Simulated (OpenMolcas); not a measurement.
# Ni²⁺ among point charges: CASSCF and CASPT2 levels and susceptibility

Aim: the splitting of the states of Ni²⁺ in the field of 4 point charges, its lowest levels with spin-orbit coupling and its magnetic susceptibility.

Method: state-averaged CASSCF and CASPT2, spin-orbit coupling by RASSI with atomic mean-field integrals. Code: OpenMolcas 26.06.

**1. The atom as given**

- Species: Ni²⁺ (nickel, Z = 28, 26 electrons)
- Basis: ANO-RCC-VTZP [6s5p3d2f1g], 59 functions
- Scalar Hamiltonian: DKH2, point nucleus
- Inactive shells: 1s 2s 2p 3s 3p
- Active space: 8 electrons in 5 orbitals (3d)
- Some configurations of this space: 3d8
- Orbitals: optimised for each spin and parity, averaged over all roots

The outer shells:

3d8
```
3d [↑↓][↑↓][↑↓][↑ ][↑ ]
```

The ion sits among 4 point charges of -0.5 e arranged as a tetrahedron (Td), 1.8 Å from the ion.

Each step is its own input file, run in one work folder so that later steps find the files of earlier ones. Labels, J, g values, rates, χT and fits are worked out afterwards by a script from the matrices that RASSI stores.

**2. Basis and integrals**

a.inp

```
&GATEWAY
Coord
1

Ni 0.0 0.0 0.0
Basis=ANO-RCC-VTZP
Group=NoSym
NoMove
AngMom=0.0 0.0 0.0
AMFI
XField
4 Angstrom 0
1.039230 1.039230 1.039230 -0.500000
1.039230 -1.039230 -1.039230 -0.500000
-1.039230 1.039230 -1.039230 -0.500000
-1.039230 -1.039230 1.039230 -0.500000
&SEWARD
```

Command:

```console
OMP_NUM_THREADS=1 MOLCAS_MEM=1689 MOLCAS_PROJECT=a pymolcas a.inp > a.log
```

**3. Reference wave functions, triplets, 10 roots**

a.inp

```
&RASSCF
FileOrb=start.orb
Symmetry=1
Spin=3
nActEl=8 0 0
Inactive=9
Ras2=5
CIRoot=10 10 1
SDav=10
CIMx=300
Iter=120 100
PrWF=0.3
OrbListing=Nothing
MaxOrb=0
>>> COPY $Project.JobIph JOB001
```

start.orb holds the contracted functions of the basis, ordered by shell, or the orbitals of the step before.

**4. CASSCF: singlets, 15 roots**

a.inp

```
&RASSCF
FileOrb=start.orb
Symmetry=1
Spin=1
nActEl=8 0 0
Inactive=9
Ras2=5
CIRoot=15 15 1
SDav=15
CIMx=300
Iter=120 100
PrWF=0.3
OrbListing=Nothing
MaxOrb=0
>>> COPY $Project.JobIph JOB002
```

**5. State interaction with spin-orbit coupling**

a.inp

```
&RASSI
NrOfJobIphs=2 10 15
1 2 3 4 5 6 7 8 9 10
1 2 3 4 5 6 7 8 9 10 11 12 13 14 15
IphNames
JOB001
JOB002
EJob
SpinOrbit
DIPRint=1.0
SOCoupling=1000.0
Subsets=2
Property=9
'ANGMOM' 1 'ANGMOM' 2 'ANGMOM' 3 'MLTPL  1' 1 'MLTPL  1' 2 'MLTPL  1' 3
'AMFI' 1 'AMFI' 2 'AMFI' 3
SOProperty=3
'ANGMOM' 1 'ANGMOM' 2 'ANGMOM' 3
```

**6. CASPT2: IPEA 0.25, imaginary shift 0.1 (closed shells correlated: 3s 3p)**

a.inp

```
>>> COPY JOB001 $Project.JobIph
&CASPT2
Multistate=10 1 2 3 4 5 6 7 8 9 10
NoMult
Frozen=5
IPEA=0.25
Imaginary=0.1
MaxIter=60
WThr=0.0 0.3 0.05
PrWF=0.5
NoMix
>>> COPY JOB002 $Project.JobIph
&CASPT2
Multistate=15 1 2 3 4 5 6 7 8 9 10 11 12 13 14 15
NoMult
Frozen=5
IPEA=0.25
Imaginary=0.1
MaxIter=60
WThr=0.0 0.3 0.05
PrWF=0.5
NoMix
```

(Steps that only read results are left out.)

**Question.** What will these runs give? Wanted: spin-free ground state; first state of the same spin within the active space; lowest level; next level.

**Answer**, as computed:

```
                                            quantity                                                                        value
                                              method  SS-CASPT2, IPEA 0.25, imaginary shift 0.1 (closed shells correlated: 3s 3p)
                              spin-free ground state                                              3T1, 3-fold in its orbital part
first state of the same spin within the active space                                                              3T2 at 243 cm⁻¹
                                        lowest level                                                                    1-fold A1
                                          next level                                                                    82.2 cm⁻¹
                                         χT at 300 K                                                               3.71 cm³ K/mol
                           effective moment at 300 K                                                                      5.45 μB
```

Cost by method:

| method | time of its own steps | time with the reference |
| --- | --- | --- |
| A. CASSCF | 6.1 s | 6.1 s |
| B. SS-CASPT2, IPEA 0.25, imaginary shift 0.1, +3s 3p | 6 s | 12 s |

Times are of one thread on a shared host.

The spin-free ground state (3T1) comes to 100 % from free-ion F terms and keeps the highest spin of the shell. χT at 300 K is 3.71, against 1.00 cm³ K/mol for the spin alone, so orbital moment adds to it. A ligand-field fit to the states below 45000 cm-1 gives 10Dq = -1350 cm-1, B = 1110 cm-1 and C = 4099 cm-1 (C/B = 3.69), with a deviation of 773 cm-1. CASPT2 does not keep the components of a term degenerate, and the means are used. The field of point charges can differ much from that of real complexes. Point charges carry no covalency, so the field is a model and not that of real ligands.
